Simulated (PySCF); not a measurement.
# C3H3Cl3Sn: the cost of one run

Computed with PySCF 2.14.0 and routines of our own; the level stands in each step. Atoms count from 0.

## 1. The starting structure

10 atoms, charge 0, multiplicity 1; geometry from: GFN2-xTB.

## 2. Relaxing the molecule at PBE0-D3(BJ)/def2-SVP

Job settings and geometry (Å):

```
{"job": {"xc": "PBE0", "basis": "def2-SVP", "d3": "d3bj", "grid": 1, "maxiter": 30, "kind": "geom"}, "charge": 0, "multiplicity": 1}
C     -2.245866     0.689571    -0.350359
C     -1.209069     0.402069     0.385306
C     -0.147363     0.103350     1.024557
Sn     1.686528    -0.539368    -0.127929
Cl     3.558446    -0.737493     1.282803
Cl     1.435854    -2.617505    -1.196700
Cl     2.284938     0.967343    -1.828088
H     -2.428353     1.694721    -0.692134
H     -2.982487    -0.056676    -0.596497
H      0.056255     0.098642     2.076513
```

Launch:

```bash
> OMP_NUM_THREADS=1 python heavy_run.py task.json out
```

This one command runs all jobs of the session in turn.

**Question.** How long does this first job take on 1 thread of Arm Neoverse V1, shared host, and how much memory does it need?

About 2 min, with a peak of 0.56 GiB.
